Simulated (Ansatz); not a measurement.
Wanted: the native input for an Ansatz 0.2.0 run.

```
Task                                : band structure
Functional                          : HSEsol
Potentials or basis                 : Ansatz PAW
Cutoff                              : 420 eV (not typed: the program's choice for these potentials)
k mesh                              : 4 × 4 × 4
Occupations                         : fermi-dirac, width 0.05 eV
Spin                                : no spin polarisation
Path                                : [["G", "L", "B1"], ["B", "Z", "G", "X"], ["Q", "F", "P1", "Z"], ["L", "P"]]
Points for each segment of the path : 4
```

The system is BiTe.

```
Bi Te
1.0
     2.42271    1.39875    3.31729
    -2.42271    1.39875    3.31729
     0.00000   -2.79750    3.31729
Bi Te
1 1
Direct
  0.50000 0.50000 0.50000
  0.00000 0.00000 0.00000
```

The cell comes from a database or a generator and needn't be the stable form of this composition.

The input as run:

input

```
crystal:
  lattice:
    - [2.4227077728, 1.3987509848, 3.3172919545]
    - [-2.4227077728, 1.3987509848, 3.3172919545]
    - [0.0, -2.7975019696, 3.3172919545]
  atoms:
    - { symbol: Bi, position: [0.5, 0.5, 0.5] }
    - { symbol: Te, position: [0.0, 0.0, 0.0] }
hamiltonian:
  xc:
    exchange: hjs_pbesol
    correlation: pbesol
    exx: { coeff: 0.25, omega: 0.207 }
  pseudopotentials: { kind: paw }
kpoints:
  mp_grid: { grid: [4, 4, 4] }
  band_path:
    path:
      - [[0.0, 0.0, 0.0], [0.5, 0.0, 0.0], [0.5, 0.2851949954, -0.2851949954]]
      - [[0.7148050046, 0.5, 0.2851949954], [0.5, 0.5, 0.5], [0.0, 0.0, 0.0], [0.3925974977, 0.0, -0.3925974977]]
      - [[0.6074025023, 0.3925974977, 0.0], [0.5, 0.5, 0.0], [0.6074025023, 0.6074025023, 0.2851949954], [0.5, 0.5, 0.5]]
      - [[0.5, 0.0, 0.0], [0.7148050046, 0.3925974977, 0.3925974977]]
    npoints: 4
scf:
  occupations: { method: fermi_dirac, width: 0.05 }
  n_extra_bands: 6
output:
  forces: true
  stress: true
  eigenvalues: true
  fatbands: false
```

Results of the run:

```
Pressure               : -3.3 GPa
Band gap on the k mesh : none (metal or under the smearing width)
```

Caveat: the k mesh is coarse (spacing up to 0.41 Å⁻¹), so the values aren't converged, least of all with exact exchange; spin-orbit coupling is left out, which moves the levels of the heavy elements; the PAW data sets come from PBE, with cores solved anew for the run's functional, which leaves a small shift of forces and pressure; the thresholds are loose for stress.

Wall time 33 s on 1 × NVIDIA H100 80GB HBM3 with 2 threads of AMD EPYC 7R13 Processor (Zen 3), on a shared host, peak memory 1.9 GiB.
